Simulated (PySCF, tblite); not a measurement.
# C₆H₁₁O radical: geometry, infrared bands and EPR parameters

What infrared bands and EPR parameters should C₆H₁₁O radical (`CO[C@H]1[CH]CCC1`) show?

Programs: tblite 0.8.0 and PySCF 2.14.0, with density-fitted response routines of our own. Each step states its level of theory. These are calculated values for one molecule in the gas phase, unless marked as measured. Atoms are numbered from 0 throughout.

## 1. The molecule as given

18 atoms, charge 0, multiplicity 2; geometry from: force field or distance geometry start.

Bonds of the start (Å): C0–O1 1.40, O1–C2 1.36, C2–C3 1.50, C3–C4 1.50, C4–C5 1.50, C5–C6 1.51, C6–C2 1.52, C0–H7 1.12, C0–H8 1.13, C0–H9 1.10, C2–H10 1.13, C3–H11 1.13, C4–H12 1.10, C4–H13 1.10, C5–H14 1.11, C5–H15 1.11, C6–H16 1.12, C6–H17 1.11.

## 2. Relaxing the molecule with GFN2-xTB

Job settings and geometry (Å):

```
{"job": {"kind": "relax", "xc": "GFN2-xTB", "basis": "xTB"}, "charge": 0, "multiplicity": 2}
C      2.617600    -0.787800    -0.185400
O      1.438300    -0.575600     0.530700
C      0.425200    -0.207800    -0.304600
C     -0.729300    -1.165300    -0.334300
C     -1.938000    -0.372100    -0.732100
C     -1.638500     1.041900    -0.339100
C     -0.178700     1.147700     0.025400
H      3.427000    -1.082700     0.531600
H      2.952200     0.203200    -0.601600
H      2.430500    -1.543900    -0.962000
H      0.833200    -0.176500    -1.355900
H     -0.854600    -1.599600     0.706300
H     -2.121600    -0.475500    -1.811100
H     -2.846900    -0.770200    -0.246100
H     -1.800600     1.742000    -1.188700
H     -2.295700     1.318300     0.515000
H      0.347100     1.896300    -0.625200
H     -0.076100     1.414000     1.100600
```

Launch:

```console
$ OMP_NUM_THREADS=1 python probes_run.py task.json out
```

The driver reads the jobs from task.json and runs them one after another.

**Question.** This job is followed by: GFN2-xTB harmonic vibrations, gas phase; UKS B3LYP, pcH-1 on C H O, non-relativistic, mean-field spin-orbit, GIAO. What will the session give for the following? strongest single infrared mode (GFN2-xTB); zero-point energy (GFN2-xTB); g(iso) (B3LYP); ⟨S²⟩; largest a(iso) (averaged by class); surface potential, 1st and 99th percentile.

As calculated:

```
                                 quantity                  value
strongest single infrared mode (GFN2-xTB)  1100 cm⁻¹, 116 km/mol
             zero-point energy (GFN2-xTB)          97.1 kcal/mol
                           g(iso) (B3LYP)                2.00256
                                     ⟨S²⟩     0.754 (exact 0.75)
       largest a(iso) (averaged by class)   1H on H13, 147.0 MHz
    surface potential, 1st and 99th percentile     -1.56 V and 0.60 V
```

**Reading.** Relaxing lowered the energy by 0.860 eV in 150 steps; the close pair that moved most is C3–H11, from 1.135 to 1.072 Å. No mode is imaginary among the 48: a minimum at this level. The strongest single mode, at 1100 cm⁻¹, has its largest shares on O1, C0 and C2 (the list is cut at 3 atoms). Unscaled tight-binding wavenumbers are off by several per cent, some by more. Its intensities can rank the bands wrongly. C3 carries the largest spin population, 1.02 e. The isotropic g lies 0.2 ppt above the free-electron value.
